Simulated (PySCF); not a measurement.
# C2H5ClOSi: the cost of one run

Programs: PySCF 2.14.0, with density-fitted response routines of our own. Each step states its level of theory. These are calculated values for one molecule in the gas phase, unless marked as measured. Atoms are numbered from 0 throughout.

## 1. The molecule as given

10 atoms, charge 0, multiplicity 1; geometry from: GFN2-xTB. The atoms were then displaced at random by about 0.01 Å, so the start is not that level's minimum.

Bonds of the start (Å): C0–C1 1.31, C1–O2 1.33, O2–Si3 1.66, Si3–Cl4 1.98, C0–H5 1.05, C0–H6 1.09, C1–H7 1.09, Si3–H8 1.49, Si3–H9 1.43.

## 2. Optimising the geometry at PBE0-D3(BJ)/def2-SVP

The job: settings as JSON, then the geometry in Å.

```
{"job": {"xc": "PBE0", "basis": "def2-SVP", "d3": "d3bj", "grid": 1, "shake": 0.01, "kind": "geom"}, "charge": 0, "multiplicity": 1}
C     -1.730620     0.079360     0.239860
C     -0.916450     0.483420    -0.709350
O      0.393710     0.252800    -0.745760
Si     1.608120    -0.421930     0.159210
Cl     2.752960     1.044520     0.829680
H     -1.426180    -0.438730     1.097770
H     -2.786380     0.335920     0.163580
H     -1.219910     1.047510    -1.585620
H      1.086800    -1.171720     1.330910
H      2.288390    -1.232080    -0.801340
```

The run is started by

```console
$ OMP_NUM_THREADS=1 python probes_run.py task.json out
```

One launch serves the whole session: the jobs run in the order shown.

**Question.** How long does this first job take on 1 thread of Arm Neoverse V2, shared host, and how much memory does it need?

About 50 s, with a peak of 0.43 GiB.
